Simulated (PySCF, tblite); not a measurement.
# C5H11B2 radical: geometry, infrared bands and EPR parameters

Aim: predict the infrared bands and EPR parameters of C5H11B2 radical (`[CH2]BCBC1CC1`).

Programs: tblite 0.8.0 and PySCF 2.14.0, with density-fitted response routines of our own. Each step states its level of theory. These are calculated values for one molecule in the gas phase, unless marked as measured. Atoms count from 0, in the outputs and in this text.

## (1) The starting structure

18 atoms, charge 0, multiplicity 2; geometry from: force field or distance geometry start.

Bonds of the start (Å): C0–B1 1.59, B1–C2 1.58, C2–B3 1.61, B3–C4 1.59, C4–C5 1.52, C5–C6 1.52, C6–C4 1.51, C0–H7 1.11, C0–H8 1.11, B1–H9 1.18, C2–H10 1.11, C2–H11 1.11, B3–H12 1.18, C4–H13 1.12, C5–H14 1.10, C5–H15 1.10, C6–H16 1.11, C6–H17 1.12.

## (2) Optimising the geometry with GFN2-xTB

Job settings and geometry (Å):

```
{"job": {"kind": "relax", "xc": "GFN2-xTB", "basis": "xTB"}, "charge": 0, "multiplicity": 2}
C      3.358800     0.357100     0.157600
B      2.267000    -0.796900     0.075800
C      0.840700    -0.607300     0.730500
B     -0.282100    -0.707400    -0.412100
C     -1.207100     0.534900    -0.754100
C     -2.700000     0.241200    -0.855900
C     -2.140600     0.974300     0.354200
H      4.253300     0.003800     0.706600
H      3.641500     0.660800    -0.868100
H      2.542000    -1.821300    -0.443400
H      0.769400     0.389800     1.214200
H      0.654000    -1.392600     1.492400
H     -0.394000    -1.713100    -1.015400
H     -0.827000     1.369600    -1.394500
H     -3.013100    -0.794800    -0.639800
H     -3.254000     0.898600    -1.543800
H     -2.376400     2.059500     0.373400
H     -2.140800     0.350100     1.284200
```

Run with:

```sh
$ OMP_NUM_THREADS=1 python probes_run.py task.json out
```

This one command runs all jobs of the session in turn.

The log of the run:

```text
step      E/eV     max force
  0    -506.45445    2.651
  1    -506.69018    1.818
  2    -506.90556    1.053
  3    -506.94937    0.599
  4    -507.00134    0.572
  5    -507.02166    0.629
  6    -507.05301    0.502
  7    -507.06926    0.338
  8    -507.08264    0.259
  9    -507.09227    0.267
 10    -507.10213    0.264
 11    -507.11203    0.221
 12    -507.12276    0.229
 13    -507.13331    0.283
 14    -507.14458    0.317
 15    -507.15966    0.348
 16    -507.18287    0.394
 17    -507.21434    0.427
 18    -507.25175    0.473
 19    -507.28690    0.499
 20    -507.24257    1.734
 21    -507.33323    0.391
 22    -507.35582    0.386
 23    -507.40647    0.500
 24    -507.41807    0.395
 25    -507.43393    0.344
 26    -507.45001    0.340
 27    -507.46680    0.299
 28    -507.47547    0.253
 29    -507.48233    0.193
 30    -507.48907    0.274
 31    -507.49562    0.288
 32    -507.50126    0.184
 33    -507.50517    0.107
 34    -507.50664    0.097
 35    -507.50845    0.113
 36    -507.50983    0.166
 37    -507.51170    0.132
 38    -507.51367    0.155
 39    -507.51571    0.158
 40    -507.51794    0.162
 41    -507.52046    0.169
 42    -507.52295    0.146
 43    -507.52468    0.129
 44    -507.52585    0.098
 45    -507.52693    0.085
 46    -507.52818    0.094
 47    -507.52936    0.084
 48    -507.53025    0.075
 49    -507.53083    0.046
 50    -507.53129    0.051
 51    -507.53172    0.052
 52    -507.53216    0.055
 53    -507.53269    0.063
 54    -507.53342    0.089
 55    -507.53424    0.080
 56    -507.53489    0.061
 57    -507.53543    0.069
 58    -507.53616    0.080
 59    -507.53743    0.138
 60    -507.53951    0.173
 61    -507.54215    0.150
 62    -507.54457    0.120
 63    -507.54665    0.127
 64    -507.54907    0.147
 65    -507.55257    0.193
 66    -507.55657    0.170
 67    -507.55988    0.165
 68    -507.56213    0.270
 69    -507.56578    0.235
 70    -507.57057    0.144
 71    -507.57783    0.174
 72    -507.58588    0.251
 73    -507.59063    0.274
 74    -507.59656    0.237
 75    -507.60322    0.202
 76    -507.61669    0.258
 77    -507.62523    0.475
 78    -507.63188    0.352
 79    -507.64386    0.175
 80    -507.64893    0.200
 81    -507.65494    0.153
 82    -507.65856    0.125
 83    -507.66383    0.165
 84    -507.66654    0.226
 85    -507.66906    0.143
 86    -507.67152    0.111
 87    -507.67262    0.091
 88    -507.67415    0.103
 89    -507.67506    0.098
 90    -507.67593    0.096
 91    -507.67688    0.110
 92    -507.67845    0.081
 93    -507.67980    0.101
 94    -507.68153    0.114
 95    -507.68271    0.090
 96    -507.68337    0.062
 97    -507.68392    0.062
 98    -507.68470    0.071
 99    -507.68566    0.068
100    -507.68668    0.068
101    -507.68747    0.055
102    -507.68798    0.065
103    -507.68836    0.047
104    -507.68873    0.042
105    -507.68914    0.046
106    -507.68956    0.048
107    -507.68998    0.042
108    -507.69045    0.052
109    -507.69115    0.065
110    -507.69225    0.100
111    -507.69381    0.143
112    -507.69546    0.134
113    -507.69667    0.081
114    -507.69738    0.057
115    -507.69803    0.065
116    -507.69889    0.093
117    -507.69988    0.081
118    -507.70078    0.078
119    -507.70130    0.105
120    -507.70227    0.079
121    -507.70337    0.077
122    -507.70498    0.084
123    -507.70666    0.089
124    -507.70818    0.107
125    -507.71003    0.096
126    -507.71175    0.078
127    -507.71296    0.082
128    -507.71397    0.090
129    -507.71526    0.097
130    -507.71659    0.135
131    -507.71824    0.165
132    -507.71985    0.102
133    -507.72159    0.074
134    -507.72241    0.071
135    -507.72382    0.086
136    -507.72533    0.067
137    -507.72640    0.075
138    -507.72732    0.057
139    -507.72795    0.069
140    -507.72866    0.070
141    -507.72947    0.060
142    -507.73040    0.066
143    -507.73122    0.064
144    -507.73198    0.055
145    -507.73257    0.056
146    -507.73306    0.062
147    -507.73353    0.066
148    -507.73409    0.050
149    -507.73461    0.063
150    -507.73501    0.033
151    -507.73527    0.035
152    -507.73545    0.022
153    -507.73558    0.018
154    -507.73569    0.019
155    -507.73575    0.017
156    -507.73580    0.022
157    -507.73585    0.019
158    -507.73594    0.022
159    -507.73606    0.029
160    -507.73620    0.026
161    -507.73632    0.022
162    -507.73642    0.020
163    -507.73652    0.019
164    -507.73663    0.026
165    -507.73673    0.024
166    -507.73683    0.034
167    -507.73692    0.029
168    -507.73703    0.020
169    -507.73713    0.027
170    -507.73720    0.029
171    -507.73725    0.023
172    -507.73728    0.012
173    -507.73730    0.012
174    -507.73732    0.015
175    -507.73735    0.016
176    -507.73740    0.016
177    -507.73748    0.021
178    -507.73758    0.020
179    -507.73768    0.019
180    -507.73776    0.019
181    -507.73782    0.015
182    -507.73785    0.011
183    -507.73787    0.009
```

It took 0.91 s on 1 thread of Arm Neoverse V2, shared host.

Step by step: (not every step is listed)

| step | energy from step 0 (eV) | largest force (eV/Å) |
| --- | --- | --- |
| 0 | 0.0000 | 2.6513 |
| 1 | -0.2357 | 1.8184 |
| 2 | -0.4511 | 1.0529 |
| 3 | -0.4949 | 0.5989 |
| 4 | -0.5469 | 0.5716 |
| 5 | -0.5672 | 0.6291 |
| 6 | -0.5986 | 0.5017 |
| 7 | -0.6148 | 0.3382 |
| 8 | -0.6282 | 0.2593 |
| 25 | -0.9795 | 0.3444 |
| 42 | -1.0685 | 0.1458 |
| 59 | -1.0830 | 0.1380 |
| 76 | -1.1622 | 0.2576 |
| 93 | -1.2253 | 0.1014 |
| 110 | -1.2378 | 0.1002 |
| 127 | -1.2585 | 0.0818 |
| 144 | -1.2775 | 0.0547 |
| 161 | -1.2819 | 0.0216 |
| 178 | -1.2831 | 0.0199 |
| 179 | -1.2832 | 0.0193 |
| 180 | -1.2833 | 0.0191 |
| 181 | -1.2834 | 0.0151 |
| 182 | -1.2834 | 0.0110 |
| 183 | -1.2834 | 0.0090 |

Distances of close pairs at the start and the end, largest changes first:

```csv
bond,before (Å),after (Å),change (Å)
C0–B1,1.591,1.488,-0.102
C6–H17,1.120,1.079,-0.041
B3–C4,1.586,1.546,-0.040
C5–C6,1.521,1.481,-0.040
C2–B3,1.605,1.571,-0.034
C4–H13,1.119,1.086,-0.033
C6–H16,1.111,1.080,-0.031
C0–H7,1.107,1.080,-0.027
```

The next job starts from the end point, and lists it.

## (3) Vibrational analysis with GFN2-xTB

Job settings and geometry (Å):

```
{"job": {"kind": "ir", "xc": "GFN2-xTB", "basis": "xTB"}, "charge": 0, "multiplicity": 2}
C      2.649928     0.125883    -0.813496
B      2.047901    -1.012614    -0.067318
C      1.101163    -0.721498     1.187417
B     -0.320604    -0.725938     0.518606
C     -0.970387     0.595904     0.048786
C     -1.791396     0.613771    -1.232876
C     -2.479767     0.760091     0.070671
H      3.582012     0.057852    -1.354791
H      2.227215     1.118977    -0.836333
H      2.265630    -2.128328    -0.360282
H      1.335945     0.232577     1.654573
H      1.198128    -1.513445     1.926356
H     -0.885327    -1.741622     0.356567
H     -0.431534     1.521426     0.227386
H     -1.899935    -0.314352    -1.772510
H     -1.695562     1.479280    -1.871427
H     -2.875098     1.726847     0.344767
H     -3.067071    -0.068496     0.435618
```

The log of the run:

```text
mode    cm-1     km/mol
  1      39.0      0.31
  2      56.4      0.03
  3      81.0      1.25
  4     176.7      0.53
  5     224.4      0.12
  6     294.9      0.87
  7     305.9      0.96
  8     353.3      2.81
  9     401.5      7.19
 10     639.9     10.91
 11     707.6     38.67
 12     754.5     31.98
 13     764.7     13.24
 14     782.6     38.10
 15     805.2      4.12
 16     853.3      7.21
 17     865.2      9.56
 18     906.9      3.99
 19     908.9     17.70
 20     971.3     20.12
 21     991.5     20.39
 22    1004.9    146.46
 23    1018.5     38.29
 24    1056.5     11.39
 25    1064.2      1.61
 26    1089.5     96.48
 27    1094.9     52.63
 28    1117.0      1.21
 29    1153.4    195.71
 30    1164.2      2.21
 31    1199.7      1.91
 32    1262.2      4.30
 33    1360.5     75.57
 34    1427.9      1.47
 35    1440.6      0.28
 36    1478.6      4.77
 37    1484.6      9.27
 38    2592.9    102.70
 39    2611.8    174.22
 40    3005.6     29.74
 41    3010.8     36.77
 42    3021.1     56.77
 43    3073.8     23.14
 44    3081.5     16.65
 45    3085.3     25.02
 46    3092.8     24.71
 47    3094.2     39.68
 48    3107.2     73.19
```

Wall time 0.43 s (1 thread of Arm Neoverse V2, shared host).

Which atoms move in the most intense modes:

```csv
cm⁻¹,km/mol,atoms
1005,146.5,"H11 39 %, C2 19 %, H10 12 %, B3 10 %"
1090,96.5,"H10 63 %, H11 15 %"
1153,195.7,"B3 42 %, H13 18 %, H12 10 %"
1360,75.6,"C4 39 %, H13 15 %"
2593,102.7,H9 89 %
2612,174.2,H12 89 %
3021,56.8,H13 88 %
3107,73.2,"H14 35 %, H17 31 %, H16 12 %, H15 11 %"
```

## (4) EPR parameters: B3LYP/pcH-1

The job, as its differences from that of step 3:

```diff
@@ -1,2 +1,2 @@
-{"job": {"kind": "ir", "xc": "GFN2-xTB", "basis": "xTB"}, "charge": 0, "multiplicity": 2}
+{"job": {"kind": "epr", "basis": "pcH-1"}, "charge": 0, "multiplicity": 2}
 C      2.649928     0.125883    -0.813496
```

Level: UKS B3LYP, pcH-1 on B C H, non-relativistic, mean-field spin-orbit, GIAO.

The log of the run:

```text
UKS, coarse grid
  cycle   1  E = -246.72601630  |g| = 3.60e-01
  cycle   2  E = -246.69899147  |g| = 4.29e-01
  cycle   3  E = -246.79931099  |g| = 4.61e-02
  cycle   4  E = -246.80019738  |g| = 2.50e-02
  cycle   5  E = -246.80054532  |g| = 5.37e-03
  cycle   6  E = -246.80056821  |g| = 2.43e-03
  cycle   7  E = -246.80057274  |g| = 1.07e-03
  cycle   8  E = -246.80057370  |g| = 3.37e-04
UKS, final grid
  cycle   1  E = -246.80055204  |g| = 3.66e-04
  cycle   2  E = -246.80055201  |g| = 4.60e-04
  cycle   3  E = -246.80055212  |g| = 3.84e-05
  cycle   4  E = -246.80055212  |g| = 1.64e-05
E = -246.80055212 Eh   <S^2> = 0.7536 (exact 0.7500)
g shifts (ppm)      1          2          3
  rmc          -121       -121       -121
  gc             18         19         27
  oz_so          -9        462        675
  total        -112        361        582
hyperfine (MHz)  atom isotope    a_iso     a_fc   dipolar eigenvalues
    0   13C      53.02      53.02    -65.07    -64.48    129.55
    1   11B     -19.72     -19.72    -11.88     -3.01     14.89
    2   13C       3.80       3.80     -5.39     -4.18      9.57
    3   11B      18.95      18.95     -3.21     -2.31      5.52
    4   13C      -0.98      -0.98     -0.81      0.08      0.73
    5   13C       3.73       3.73     -1.08     -1.02      2.10
    6   13C      -0.22      -0.22     -0.40     -0.24      0.64
    7    1H     -40.66     -40.66    -31.25     -2.40     33.66
    8    1H     -40.56     -40.56    -31.08     -2.45     33.53
    9    1H      19.09      19.09     -7.29     -3.48     10.76
   10    1H       9.42       9.42     -4.23     -1.31      5.54
   11    1H       1.12       1.12     -3.60     -1.97      5.57
   12    1H       0.26       0.26     -1.91     -1.02      2.93
   13    1H       0.42       0.42     -1.54     -1.17      2.71
   14    1H      -0.52      -0.52     -1.09     -0.59      1.68
   15    1H       0.43       0.43     -1.10     -0.38      1.47
   16    1H       0.49       0.49     -0.48     -0.38      0.85
   17    1H       0.57       0.57     -0.55     -0.40      0.95
```

Wall time 68 s (1 thread of Arm Neoverse V2, shared host); peak memory 0.97 GiB.

Principal g values 2.00221, 2.00268, 2.00290; g(iso) = 2.00260, against 2.00232 for a free electron.

Mean a(iso) over the nuclei that a row names, and the largest dipolar term of the row (other rows stand at the frozen geometry):

```
  nuclei  isotope  a(iso) (MHz)  a(iso) (G, at g = 2.0023)  largest dipolar term (MHz)
      C0      13C          53.0                       18.9                       129.6
  H7, H8       1H         -40.6                      -14.5                        33.7
      B1      11B         -19.7                       -7.0                        14.9
      H9       1H          19.1                        6.8                        10.8
      B3      11B          18.9                        6.8                         5.5
H10, H11       1H           5.3                        1.9                         5.6
      C2      13C           3.8                        1.4                         9.6
  C5, C6      13C           1.8                        0.6                         2.1
      C4      13C          -1.0                       -0.3                        -0.8
H15, H16       1H           0.5                        0.2                         1.5
     H13       1H           0.4                        0.2                         2.7
     H12       1H           0.3                        0.1                         2.9
H14, H17       1H           0.0                        0.0                         1.7
```

Mulliken spin populations:

C0 0.88; B1 0.12; C2 0.02; B3 0.03; C4 0.00; C5 0.01; C6 0.00; H7 -0.03; H8 -0.03; H9 0.01; H10 0.00; H11 0.00; H12 0.00; H13 0.00; H14 0.00; H15 0.00; H16 0.00; H17 0.00

In first order the couplings over 0.8 MHz of 1H, 11B give 288 distinct lines over 81.0 G, if the averaged nuclei exchange fast.

Orbitals, density, ELF and potential are computed afterwards from the orbital file.

ELF in a plane through or near 6 of the atoms.

Values, 10 rows by 14 columns:
```
0.00 0.00 0.00 0.00 0.00 0.00 0.00 0.00 0.00 0.00 0.00 0.00 0.00 0.00
0.00 0.00 0.00 0.00 0.00 0.00 0.00 0.00 0.00 0.00 0.00 0.00 0.00 0.00
0.00 0.00 0.42 0.75 0.14 0.11 0.01 0.00 0.31 0.97 0.75 0.01 0.00 0.00
0.00 0.02 0.97 1.00 0.70 0.57 0.06 0.05 0.56 1.00 0.84 0.03 0.00 0.00
0.00 0.00 0.09 0.42 0.88 0.75 0.03 0.35 0.83 0.69 0.72 0.17 0.00 0.00
0.00 0.00 0.03 0.35 0.52 0.35 0.35 0.73 0.45 0.34 0.69 0.24 0.01 0.00
0.00 0.00 0.06 0.33 0.35 0.49 0.64 0.35 0.31 0.36 1.00 0.91 0.02 0.00
0.00 0.00 0.00 0.01 0.18 0.71 0.08 0.81 0.44 0.01 0.72 0.26 0.00 0.00
0.00 0.00 0.00 0.00 0.08 0.28 0.01 0.03 0.03 0.00 0.00 0.00 0.00 0.00
0.00 0.00 0.00 0.00 0.00 0.00 0.00 0.00 0.00 0.00 0.00 0.00 0.00 0.00
```
The map spans 11.9 Å across and 9.6 Å up, centred on the molecule. Atoms in the plane (x, y in Å): B1 (-2.2, -0.2), B3 (0.1, -1.0), C5 (2.0, 0.9), H7 (-3.4, 1.8), H15 (2.1, 1.9), H17 (2.9, -1.1).

On the surface of density 0.002 e/bohr³ the electrostatic potential runs, from the 1st to the 99th percentile, from -0.39 to 0.87 V.

The spin density lies nearest to C0 58 %; B1 13 %; H7, H8 about 8 % each.

## (5) Outcome

| quantity | value |
| --- | --- |
| strongest single infrared mode (GFN2-xTB) | 1153 cm⁻¹, 196 km/mol |
| zero-point energy (GFN2-xTB) | 91.6 kcal/mol |
| g(iso) (B3LYP) | 2.00260 |
| ⟨S²⟩ | 0.754 (exact 0.75) |
| largest a(iso) (averaged by class) | 13C on C0, 53.0 MHz |
| surface potential, 1st and 99th percentile | -0.39 V and 0.87 V |

Relaxing lowered the energy by 1.283 eV in 183 steps; the close pair that moved most is C0–B1, from 1.591 to 1.488 Å. All 48 modes are real, so the xTB geometry is a minimum. The strongest single mode, at 1153 cm⁻¹, is spread over many atoms; the largest shares are those of B3, H13. Unscaled tight-binding wavenumbers are off by several per cent, some by more. Its intensities can rank the bands wrongly. C0 carries the largest spin population, 0.88 e. The isotropic g lies 0.3 ppt above the free-electron value.
